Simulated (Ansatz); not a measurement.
**Si2H5OF (SMILES O[SiH](F)[SiH3]): B2PLYP/6-31G(d) (spherical functions)**

Aim: the energy change on altering one bond length of Si2H5OF at B2PLYP/6-31G* (spherical functions), from 2 runs. 

Program for the calculation: Ansatz 0.2.0.

75 further runs of the same task are left out: 75 set aside as unsound or not needed.

**1. The structure to begin with**

Si2H5OF: 9 atoms, total charge 0, spin state singlet. As SMILES, `O[SiH](F)[SiH3]`. The shape is that of a PBE0-D4/def2-TZVP optimisation. This is one conformer, not always the lowest.

Bond lengths: O1–Si2 1.636 Å, Si2–F3 1.603 Å, Si2–Si4 2.339 Å, O1–H5 0.959 Å, Si2–H6 1.488 Å, Si4–H7 1.487 Å, Si4–H8 1.487 Å, Si4–H9 1.486 Å. Some angles: O1–Si2–F3 110.2°, O1–Si2–Si4 106.9°, F3–Si2–Si4 109.3°, O1–Si2–H6 110.6°, F3–Si2–H6 105.0°, Si4–Si2–H6 114.9°, Si2–O1–H5 118.9°, Si2–Si4–H7 109.6°, Si2–Si4–H8 109.5°, Si2–Si4–H9 110.3°.

**2. A single-point energy at B2PLYP/6-31G(d) (spherical functions)**

Input file in.yaml:

```yaml
crystal:
  periodic: [false, false, false]
  atoms:
    - symbol: O
      position_ang: [-0.392500, -0.610800, 1.768100]
    - symbol: Si
      position_ang: [-0.831500, -0.160600, 0.257700]
    - symbol: F
      position_ang: [-1.775600, 1.133800, 0.319400]
    - symbol: Si
      position_ang: [1.135000, 0.371100, -0.891700]
    - symbol: H
      position_ang: [-1.050500, -1.005600, 2.343000]
    - symbol: H
      position_ang: [-1.664600, -1.215400, -0.380600]
    - symbol: H
      position_ang: [0.798700, 0.860600, -2.255200]
    - symbol: H
      position_ang: [1.981700, -0.845200, -1.013900]
    - symbol: H
      position_ang: [1.887800, 1.425600, -0.163800]
basis:
  gaussian:
    orbitals: 6-31G_st_-spherical.json
hamiltonian:
  xc: {name: B2PLYP}
correlation:
  frozen_orbitals: {F: 1, H: 0, O: 1, Si: 5}
accuracy: high
output:
  orbitals: {seedname: orbitals}
```

The basis set 6-31G* is read from a file made from the Basis Set Exchange's data (not shown).

On the command line:

```sh
ansatz run in.yaml --threads 1 --pin off --max-ram 3480MiB --events-out events.jsonl --progress --plain --runs-dir runs
```

Log:

```text
Warning: RAYON_NUM_THREADS=1 ignored (pool sized by the plan → 1); use --threads N
Functional definition: B2PLYP
  name "B2PLYP"
  parameter a = 0.53
  parameter c = 0.27
  exchange = (1 - a)*b88_x + a*exact_x
  correlation = (1 - c)*lyp_c + c*(mp2_os + mp2_ss)
1651 factors; integrals over basis functions are off by at most 5.1e-9 eV
mean field evaluation 1: about -20582.4077 eV, gradient 4.6e1 eV
mean field evaluation 2: about -20582.4683 eV, gradient 4.6e1 eV
mean field evaluation 4: about -20585.9845 eV, gradient 2.1e0 eV
mean field evaluation 8: about -20585.9982 eV, gradient 3.3e-2 eV
mean field evaluation 16: about -20585.9982 eV, gradient 8.7e-6 eV
mean field -20585.99820516 eV, -756.5214803487 hartree, gradient 7.8e-9 eV, S^2 0.000000; 0 other end points of the search recorded, 0 dependent functions left out
12 core orbitals not correlated: weight in the atoms' cores, before any rotation towards them, 1.000 or more for the frozen orbitals, at most 0.000 for the correlated occupied ones
reference -20585.99823279 eV, -756.5214813642 hartree; 13, 13 occupied and 49, 49 virtual orbitals, 1651 factors
second order -16.86446777 eV of doubles, -0.00000000 eV of singles
Total energy: -20590.55163909 eV, -756.6888159592 hartree
```

Run time: 6 s. Hardware: 1 thread of Intel Xeon 6975P-C (Granite Rapids), shared host; peak memory 0.26 GiB.

**3. The distorted shape, same level**

Input file run.yaml:

```yaml
crystal:
  periodic: [false, false, false]
  atoms:
    - {symbol: O, position_ang: [-0.505408, -0.768958, 1.658927]}
    - {symbol: Si, position_ang: [-0.944408, -0.318758, 0.148527]}
    - {symbol: F, position_ang: [-1.888508, 0.975642, 0.210227]}
    - {symbol: Si, position_ang: [1.022092, 0.212942, -1.000873]}
    - {symbol: H, position_ang: [-1.163408, -1.163758, 2.233827]}
    - {symbol: H, position_ang: [-1.777508, -1.373558, -0.489773]}
    - {symbol: H, position_ang: [0.685792, 0.702442, -2.364373]}
    - {symbol: H, position_ang: [1.868792, -1.003358, -1.123073]}
    - {symbol: H, position_ang: [1.887800, 1.425600, -0.163800]}
basis:
  gaussian:
    orbitals: 6-31G_st_-spherical.json
hamiltonian:
  xc: {name: B2PLYP}
correlation:
  frozen_orbitals: {F: 1, H: 0, O: 1, Si: 5}
accuracy: high
output: {orbitals: {seedname: orbitals}}
```

The basis set 6-31G* is read from a file made from the Basis Set Exchange's data (not shown).

On the command line:

```sh
ansatz run run.yaml --threads 1 --pin off --max-ram 3480MiB --events-out events.jsonl --progress --plain --runs-dir runs
```

Log, shortened:

```text
Warning: RAYON_NUM_THREADS=1 ignored (pool sized by the plan → 1); use --threads N
[... 2 set-up lines as earlier in the session ...]
[...]
1648 factors; integrals over basis functions are off by at most 3.5e-9 eV
[...]
mean field -20585.63130337 eV, -756.5079969569 hartree, gradient 4.3e-8 eV, S^2 0.000000; 0 other end points of the search recorded, 0 dependent functions left out
12 core orbitals not correlated: weight in the atoms' cores, before any rotation towards them, 1.000 or more for the frozen orbitals, at most 0.000 for the correlated occupied ones
reference -20585.63133112 eV, -756.5079979766 hartree; 13, 13 occupied and 49, 49 virtual orbitals, 1648 factors
second order -16.94532958 eV of doubles, -0.00000000 eV of singles
Total energy: -20590.20657011 eV, -756.6761349082 hartree
```

It took 6 s on 1 thread of Intel Xeon 6975P-C (Granite Rapids), shared host; peak memory 0.24 GiB.

**4. Summary of results**

Level: B2PLYP/6-31G* (spherical functions), 12 core orbitals frozen.

```
                                                          quantity          value
                                         first shape: total energy  -756.68882 Eh
                    first shape: HOMO energy (SCF part's orbitals)       -9.28 eV
                    first shape: LUMO energy (SCF part's orbitals)        1.50 eV
                  first shape: HOMO–LUMO gap (SCF part's orbitals)       10.78 eV
                                     distorted shape: total energy  -756.67613 Eh
                distorted shape: HOMO energy (SCF part's orbitals)       -9.31 eV
                distorted shape: LUMO energy (SCF part's orbitals)        1.21 eV
              distorted shape: HOMO–LUMO gap (SCF part's orbitals)       10.51 eV
energy change with the Si4–H9 bond stretched from 1.486 to 1.709 Å       0.345 eV
```

What this shows: With the Si4–H9 bond stretched from 1.486 to 1.709 Å the energy rises by 0.35 eV (8.0 kcal/mol). The first shape isn't relaxed at this level, so the change isn't measured from a minimum.
